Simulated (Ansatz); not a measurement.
**GaH2O2 radical: one species, many methods**

The task here is to estimate one member of a computed series from the others.

Program: Ansatz 0.2.0, Gaussian basis. Level of theory: functionals in def2-TZVPP, the program's frozen cores in correlated methods. These are calculated values, not measurements.

The runs, in order: LDA (SPW92), PBE-D4, revPBE-D4, BLYP-D4, r2SCAN-D4, B97M-V, PBE0-D4, B3LYP-D4, r2SCANh-D4, r2SCAN0-D4, HSE06-D4, BHLYP-D4, CAM-B3LYP-D4, LC-ωPBE, ωB97X-V, ωB97M-V, B2PLYP, PBE-QIDH; CCSD(T)/def2-SVP; CCSD(T)/def2-TZVPP; CCSD(T)/def2-QZVPP; extrapolation to the limit; RPA on PBE.

## The geometry

All runs share one geometry, relaxed beforehand with PBE0-D4 in a triple-zeta def2 set.

5 atoms, charge 0, spin multiplicity 2.

Atoms are counted from 1 here; the program's logs count them from 0.

Bond lengths: O1–Ga2 1.804 Å, O1–H4 0.960 Å, Ga2–O3 1.795 Å, O3–H5 0.963 Å. Angles: Ga2–O1–H4 114.9°, O1–Ga2–O3 114.9°, Ga2–O3–H5 111.1°.

The first run:

Input file in.yaml:

```yaml
crystal:
  periodic: [false, false, false]
  atoms:
    - {symbol: O, position_ang: [-0.370588, 0.021627, -1.274366]}
    - {symbol: Ga, position_ang: [-0.311704, -0.753846, 0.353630]}
    - {symbol: O, position_ang: [0.618216, 0.154908, 1.591083]}
    - {symbol: H, position_ang: [-0.867432, -0.464636, -1.936469]}
    - {symbol: H, position_ang: [0.981509, 0.968245, 1.224721]}
basis:
  gaussian: {orbitals: def2-TZVPP}
magnetization: {spin_polarized: true, initial_magnetization: 1}
hamiltonian: {xc: lda}
output: {orbitals: {seedname: orbitals}}
```

On the command line:

```
$ ansatz run in.yaml --threads 2 --pin off --events-out ev --progress --plain --max-ram 32768MiB --backend cpu
```

Among the steps run: LDA; PBE-D4 (GGA); revPBE-D4 (GGA); BLYP-D4 (GGA); r2SCAN-D4 (meta-GGA); B97M-V (meta-GGA); B3LYP-D4 (hybrid); r2SCANh-D4 (hybrid); r2SCAN0-D4 (hybrid); HSE06-D4 (hybrid); BHLYP-D4 (hybrid); CAM-B3LYP-D4 (range-separated); LC-ωPBE (range-separated); ωB97X-V (range-separated); ωB97M-V (range-separated); B2PLYP (double hybrid); PBE-QIDH (double hybrid).

One of the session's tables, all rows but one given; the rest of the session is left out.

It belongs to the step «Frontier levels by functional». 

```
  functional  HOMO (eV)  LUMO (eV)  gap (eV)
 LDA (SPW92)      -5.54      -4.58      0.96
      PBE-D4      -5.42      -4.20      1.22
   revPBE-D4      -5.37      -4.04      1.33
     BLYP-D4      -5.27      -4.30      0.97
   r2SCAN-D4      -5.81      -3.81      2.00
      B97M-V      -5.54      -4.41      1.13
     PBE0-D4      -6.59      -3.24      3.35
    B3LYP-D4      -6.36      -3.73      2.63
  r2SCANh-D4      -6.24      -3.49      2.75
  r2SCAN0-D4      -6.88      -3.03      3.86
    HSE06-D4      -6.19      -3.62      2.57
    BHLYP-D4          ?          ?         ?
CAM-B3LYP-D4      -7.88      -2.46      5.43
     LC-ωPBE      -9.23      -0.89      8.35
     ωB97X-V      -8.74      -1.31      7.43
     ωB97M-V      -8.67      -1.52      7.16
```

**Question.** Estimate the row for BHLYP-D4.

Worked estimate for «HOMO (eV)». Against the share of exact exchange, BLYP-D4 (0, -5.27), B3LYP-D4 (0.2, -6.36) give a slope of -5.45 per unit share; at 0.5 the line stands at -7.99.

**Answer.** HOMO (eV): -7.60; LUMO (eV): -2.54; gap (eV): 5.06. In «HOMO (eV)» the line misses by -0.39.
